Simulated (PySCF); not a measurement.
**TlS+: bond curves at several levels of theory**

An exercise on one series of results from a longer session: the logs are not shown, and one member is left open.

Program: PySCF 2.14.0. Level of theory: Tl cc-pVDZ-PP with ECP60, S cc-pV(D+d)Z, scalar-relativistic core potentials. These are calculated values, not measurements.

The first run:

Settings of the job:

```
atoms                         : Tl, S
charge                        : 1
basis                         : Tl cc-pVDZ-PP with ECP60, S cc-pV(D+d)Z
Hamiltonian                   : scalar-relativistic core potentials
basis functions               : 46
electrons treated             : 36
masses in u                   : 204.9744, 31.9721
levels                        : PBE0, PBE, r²SCAN, PW91, TPSSh, TPSS, ωB97X, HF, MP2, SCS-MP2, CCSD, CCSD(T)
grid                          : 80 radial by 434 angular points
occupations                   : held fixed by the projection of orbital angular momentum
dissociation limit            : Tl+ + S, each in its ground configuration
starting distance in angstrom : 2.515
values of 2S to try           : 0, 2
```

On the command line:

```
> OMP_NUM_THREADS=1 python dia.py task.json out
```

Among the steps run: The job; First curve: PBE0; Other states along the same grid; PBE (GGA); r²SCAN (meta-GGA); PW91 (GGA); TPSSh (hybrid meta-GGA); TPSS; ωB97X (range-separated hybrid); UHF; Adding correlation.

One of the session's tables, all rows but one given; the rest of the session is left out.

It belongs to the step «The curves together». Energy (eV) from each level's lowest point:

```
R (Å)    UHF  UHF-MP2  UHF-SCS-MP2  UHF-CCSD  UHF-CCSD(T)
2.773  0.426    0.301        0.330       n/a          n/a
2.902  0.237    0.144        0.164     0.157        0.147
3.031  0.119    0.055        0.068     0.063        0.056
3.127  0.064    0.020        0.028     0.025        0.020
3.224      ?        ?            ?         ?            ?
3.321  0.009    0.000        0.000     0.000        0.000
3.450  0.000    0.010        0.006     0.007        0.010
3.611  0.006    0.036        0.027     0.031        0.036
3.804  0.026    0.077        0.064     0.069        0.077
4.062  0.064    0.133        0.117       n/a          n/a
```

Q: Estimate the row for R (Å) = 3.224 from the others.

Worked estimate for «UHF». A straight line through the neighbours (3.127, 0.064) and (3.321, 0.009) gives 0.064 + (0.009 − 0.064) × (3.224 − 3.127) / (3.321 − 3.127) = 0.036; a parabola fitted to 4 rows on both sides gives 0.029.

The run gave: UHF: 0.029; UHF-MP2: 0.003; UHF-SCS-MP2: 0.007; UHF-CCSD: 0.006; UHF-CCSD(T): 0.003. In «UHF» the line misses by +0.007 and the parabola by 0.000.
